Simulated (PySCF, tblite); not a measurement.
# C₇H₆N₂: geometry, infrared bands and NMR shifts

Wanted: the infrared bands and NMR shifts of C₇H₆N₂ (`C#C/C(C#N)=N\C1CC1`), by calculation.

The runs use tblite 0.8.0 and PySCF 2.14.0, with density-fitted response routines of our own; the level of theory stands in each step. All values are computed, except where a source is named. Atoms are numbered from 0 throughout.

### 1 Starting geometry

15 atoms, charge 0, multiplicity 1; geometry from: force field or distance geometry start.

Bonds of the start (Å): C0–C1 1.19, C1–C2 1.45, C2–C3 1.42, C3–N4 1.17, C2–N5 1.30, N5–C6 1.47, C6–C7 1.49, C7–C8 1.50, C8–C6 1.50, C0–H9 1.06, C6–H10 1.08, C7–H11 1.08, C7–H12 1.08, C8–H13 1.08, C8–H14 1.07.

### 2 Geometry optimisation with GFN2-xTB

The job: settings as JSON, then the geometry in Å.

```
{"job": {"kind": "relax", "xc": "GFN2-xTB", "basis": "xTB"}, "charge": 0, "multiplicity": 1}
C      2.117300     1.455700    -1.132400
C      1.801500     0.483500    -0.513900
C      1.465000    -0.702800     0.246800
C      2.323500    -1.824700     0.433500
N      3.050000    -2.731600     0.590500
N      0.283700    -0.798400     0.792300
C     -0.686800     0.291600     0.660900
C     -1.617300     0.255700    -0.505300
C     -2.120800    -0.106700     0.859600
H      2.371500     2.326000    -1.684400
H     -0.405500     1.252900     1.071800
H     -1.939900     1.193000    -0.935100
H     -1.523200    -0.550000    -1.219900
H     -2.773600     0.599000     1.359300
H     -2.350000    -1.135200     1.069500
```

Launch:

```
OMP_NUM_THREADS=1 python probes_run.py task.json out
```

One launch serves the whole session: the jobs run in the order shown.

**Question.** This job is followed by: GFN2-xTB harmonic vibrations, gas phase; GIAO PBE0/pcSseg-1 NMR shielding, non-relativistic, gas phase. Predict these results of the whole session: strongest single infrared mode (GFN2-xTB); zero-point energy (GFN2-xTB); ¹³C shifts against TMS (PBE0/pcSseg-1, means over atoms taken as alike); ¹H shifts against TMS (PBE0/pcSseg-1, means over atoms taken as alike); ¹⁵N shifts against NH3 (PBE0/pcSseg-1); surface potential, 1st and 99th percentile.

As calculated:

| quantity | value |
| --- | --- |
| strongest single infrared mode (GFN2-xTB) | 2375 cm⁻¹, 169 km/mol |
| zero-point energy (GFN2-xTB) | 67.9 kcal/mol |
| ¹³C shifts against TMS (PBE0/pcSseg-1, means over atoms taken as alike) | 125.6, 120.4, 95.9, 78.1, 45.0, 20.2 ppm |
| ¹H shifts against TMS (PBE0/pcSseg-1, means over atoms taken as alike) | 3.76, 3.21, 1.54, 1.49 ppm |
| ¹⁵N shifts against NH3 (PBE0/pcSseg-1) | 457.4, 309.1 ppm |
| surface potential, 1st and 99th percentile | -1.72 V and 1.88 V |

Over 103 steps the energy fell by 0.444 eV; of the close pairs, N5–C6 changed most, 1.465 to 1.385 Å. No mode is imaginary among the 39: a minimum at this level. The strongest single mode, at 2375 cm⁻¹, moves mainly C3 and N4. GFN2-xTB is a fitted tight-binding method: band positions and strengths are rough. Its intensities can rank the bands wrongly. At PBE0/pcSseg-1: The largest span, 828 ppm, is at N5, where the paramagnetic term is -521 ppm. At PBE0/pcSseg-1, counted by nearest atom on the grid, the HOMO lies on C0, C2, C6 about 14 % each; N5 15 %, the LUMO on N5 31 %; C2 20 %.
